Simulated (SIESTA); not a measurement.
Crystal: HPbNO4.

```xyz
14
Lattice="4.9245 0.0000 0.0000 0.0000 5.5972 0.0000 0.0000 0.0000 7.2435" Properties=species:S:1:pos:R:3 pbc="T T T"
H     0.0000    2.7986    1.3992
H     2.4623    0.0000    5.8442
Pb    2.4623    2.7986    6.8999
Pb    0.0000    0.0000    0.3436
N     0.0000    0.0000    4.6108
N     2.4623    2.7986    2.6327
O     0.0000    2.7986    0.4245
O     2.4623    0.0000    6.8190
O     0.0000    1.0953    5.2874
O     0.0000    4.5019    5.2874
O     0.0000    0.0000    3.3863
O     2.4623    3.8939    1.9561
O     2.4623    1.7033    1.9561
O     2.4623    2.7986    3.8571
```

The cell was built by a generator and needn't be a form met in nature.

A run of SIESTA 5.4.2 on this cell left the log below. Logs are shortened: lines on timing, memory, paths and dates and some standing lists are left out, and cuts for length are marked.

```text
Version         : 5.4.2

[... 6 lines left out ...]
 NOTE: Please see the manual for full details and compatibility measures.

reinit: Reading from file HPbNO4.fdf

reinit: -----------------------------------------------------------------------
reinit: System Name: HPbNO4
reinit: -----------------------------------------------------------------------
reinit: System Label: HPbNO4
reinit: -----------------------------------------------------------------------

initatom: Reading input for the pseudopotentials and atomic orbitals ----------
Species number:   1 Atomic number:    1 Label: H
Species number:   2 Atomic number:   82 Label: Pb
Species number:   3 Atomic number:    7 Label: N
Species number:   4 Atomic number:    8 Label: O

Ground state valence configuration (from tables):   1s01  2p00  3d00  4f00
Ground state valence configuration (from tables):   6s02  6p02  6d00  5f00
Ground state valence configuration (from tables):   2s02  2p03  3d00  4f00
Ground state valence configuration (from tables):   2s02  2p04  3d00  4f00

---- Processing specs for species: H
Reading pseudopotential information in PSML from:
  H.psml
PSML file version: 1.1
Using libxc ids:  101 130
GGA--PBE XC_GGA_X_PBE--XC_GGA_C_PBE pb

---- Processing specs for species: Pb
Reading pseudopotential information in PSML from:
  Pb.psml
PSML file version: 1.1
Using libxc ids:  101 130
GGA--PBE XC_GGA_X_PBE--XC_GGA_C_PBE pb
Semicore shell(s) with 10 electrons included in the valence for Pb

---- Processing specs for species: N
Reading pseudopotential information in PSML from:
  N.psml
PSML file version: 1.1
Using libxc ids:  101 130
GGA--PBE XC_GGA_X_PBE--XC_GGA_C_PBE pb

---- Processing specs for species: O
Reading pseudopotential information in PSML from:
  O.psml
PSML file version: 1.1
Using libxc ids:  101 130
GGA--PBE XC_GGA_X_PBE--XC_GGA_C_PBE pb

---- Pseudopotential check for Pb

Pseudized shells:
6s( 2.00) rc: 2.40
6p( 2.00) rc: 2.40
5d(10.00) rc: 2.10
Valence configuration for ps generation: 5d:6s:6p: Total charge:  14.000000
Semicore shell(s): 5d

---- Pseudopotential check for H

Pseudized shells:
1s( 1.00) rc: 1.00
2p( 0.00) rc: 0.70
[... 946 lines left out ...]

              0.053   0.062   0.063   0.044   0.068   0.021  -0.002
   4 13.004   1.880   0.087   0.021   0.219   0.127   0.210   0.116   0.142
              1.940   1.947   1.945   1.950   1.939   0.059   0.058   0.054

              0.053   0.062   0.063   0.044   0.068   0.021  -0.002

Species: N
Atom  Qatom  Qorb
               2s      2s      2py     2pz     2px     2py     2pz     2px
               3Pdxy   3Pdyz   3Pdz2   3Pdxz   3Pdx2-y2
   5  4.822   0.619   0.520   0.525   0.629   0.532   0.512   0.408   0.585
              0.075   0.159   0.115   0.096   0.048
   6  4.822   0.619   0.520   0.525   0.629   0.532   0.512   0.408   0.585
              0.075   0.159   0.115   0.096   0.048

Species: O
Atom  Qatom  Qorb
               2s      2s      2py     2pz     2px     2py     2pz     2px
               3Pdxy   3Pdyz   3Pdz2   3Pdxz   3Pdx2-y2
   7  6.462   1.687   0.054   1.978   0.857   1.903  -0.248   0.419  -0.216
              0.002   0.003   0.013   0.004   0.006
   8  6.462   1.687   0.054   1.978   0.857   1.903  -0.248   0.419  -0.216
              0.002   0.003   0.013   0.004   0.006
   9  6.212   1.667   0.097   1.072   1.529   1.530   0.220   0.016   0.031
              0.013   0.018   0.005   0.005   0.010
  10  6.212   1.667   0.097   1.072   1.529   1.530   0.220   0.016   0.031
              0.013   0.018   0.005   0.005   0.010
  11  6.079   1.564   0.154   1.715   0.770   1.265   0.066   0.337   0.158
              0.001   0.007   0.023   0.020   0.000
  12  6.212   1.667   0.097   1.072   1.529   1.530   0.220   0.016   0.031
              0.013   0.018   0.005   0.005   0.010
  13  6.212   1.667   0.097   1.072   1.529   1.530   0.220   0.016   0.031
              0.013   0.018   0.005   0.005   0.010
  14  6.079   1.564   0.154   1.715   0.770   1.265   0.066   0.337   0.158
              0.001   0.007   0.023   0.020   0.000

mulliken: Qtot =       88.000

Mulliken Atomic Populations:
Atom #   charge [q] valence [e]  Species
     1    -0.208955    1.208955  H
     2    -0.208955    1.208955  H
     3     0.995695   13.004305  Pb
     4     0.995695   13.004305  Pb
     5     0.178026    4.821974  N
     6     0.178026    4.821974  N
     7    -0.461790    6.461790  O
     8    -0.461790    6.461790  O
     9    -0.211873    6.211873  O
    10    -0.211873    6.211873  O
    11    -0.079232    6.079232  O
    12    -0.211873    6.211873  O
    13    -0.211873    6.211873  O
    14    -0.079232    6.079232  O
 Total    -0.000000

Hirshfeld Atomic Populations:
Atom #   charge [q] valence [e]  Species
     1     0.082898    0.917102  H
     2     0.082898    0.917102  H
     3     0.534577   13.465423  Pb
     4     0.534577   13.465423  Pb
     5     0.242829    4.757171  N
     6     0.242829    4.757171  N
     7    -0.312047    6.312047  O
     8    -0.312047    6.312047  O
     9    -0.187036    6.187036  O
    10    -0.187036    6.187036  O
    11    -0.174184    6.174184  O
    12    -0.187036    6.187036  O
    13    -0.187036    6.187036  O
    14    -0.174184    6.174184  O
 Total     0.000001

Voronoi Atomic Populations:
Atom #   charge [q] valence [e]  Species
     1     0.101126    0.898874  H
     2     0.101126    0.898874  H
     3     0.452142   13.547858  Pb
     4     0.452142   13.547858  Pb
     5     0.289946    4.710054  N
     6     0.289946    4.710054  N
     7    -0.279153    6.279153  O
     8    -0.279153    6.279153  O
     9    -0.191978    6.191978  O
    10    -0.191978    6.191978  O
    11    -0.180106    6.180106  O
    12    -0.191978    6.191978  O
    13    -0.191978    6.191978  O
    14    -0.180106    6.180106  O
 Total     0.000001

Job completed
```

Problem. Write the input and the command behind it.

Solution. Single point with PBE, no spin polarisation. The files as run (others can give the same):

HPbNO4.fdf
```
SystemName                      HPbNO4
SystemLabel                     HPbNO4
NumberOfSpecies                 4
NumberOfAtoms                   14
%block ChemicalSpeciesLabel
  1   1 H
  2  82 Pb
  3   7 N
  4   8 O
%endblock ChemicalSpeciesLabel

LatticeConstant                 1.0 Ang
%block LatticeVectors
     4.9245300000     0.0000000000     0.0000000000
     0.0000000000     5.5972000000     0.0000000000
     0.0000000000     0.0000000000     7.2434700000
%endblock LatticeVectors
AtomicCoordinatesFormat         Fractional
%block AtomicCoordinatesAndAtomicSpecies
     0.0000000000     0.5000000000     0.1931700000  1  H
     0.5000000000     0.0000000000     0.8068300000  1  H
     0.5000000000     0.5000000000     0.9525700000  2  Pb
     0.0000000000     0.0000000000     0.0474300000  2  Pb
     0.0000000000     0.0000000000     0.6365400000  3  N
     0.5000000000     0.5000000000     0.3634600000  3  N
     0.0000000000     0.5000000000     0.0586000000  4  O
     0.5000000000     0.0000000000     0.9414000000  4  O
     0.0000000000     0.1956900000     0.7299500000  4  O
     0.0000000000     0.8043100000     0.7299500000  4  O
     0.0000000000     0.0000000000     0.4675000000  4  O
     0.5000000000     0.6956900000     0.2700500000  4  O
     0.5000000000     0.3043100000     0.2700500000  4  O
     0.5000000000     0.5000000000     0.5325000000  4  O
%endblock AtomicCoordinatesAndAtomicSpecies

%block kgrid.MonkhorstPack
    6   0   0  0.0
    0   5   0  0.0
    0   0   4  0.0
%endblock kgrid.MonkhorstPack
XC.Functional                   GGA
XC.Authors                      PBE
PAO.BasisSize                   DZP
PAO.EnergyShift                 0.003 Ry
Mesh.Cutoff                     800 Ry
OccupationFunction              FD
ElectronicTemperature           0.05 eV
MaxSCFIterations                120
SCF.MustConverge                false
SCF.Mixer.Method                Pulay
SCF.Mixer.Weight                0.25
SCF.Mixer.History               8
SCF.DM.Tolerance                5.0e-05
SCF.H.Tolerance                 1.0e-03 eV
WriteForces                     true
Charge.Mulliken                 end
Charge.Hirshfeld                end
Charge.Voronoi                  end
SaveRho                         true
SaveElectrostaticPotential      true
%block PAO.Basis
  Pb 4
  n=6 0 2
    6.167 0.000
  n=6 1 2
    8.915 0.000
  n=5 2 2
    4.155 0.000
  n=6 2 1
    8.915
%endblock PAO.Basis
Diag.ParallelOverK              true
```

Potentials or basis: PseudoDojo 0.4 standard (PBE files), DZP (energy shift 0.003 Ry; two zetas on semicore shells).
Command:
```bash
$ mpirun -n 4 siesta HPbNO4.fdf > HPbNO4.out 2>&1
```
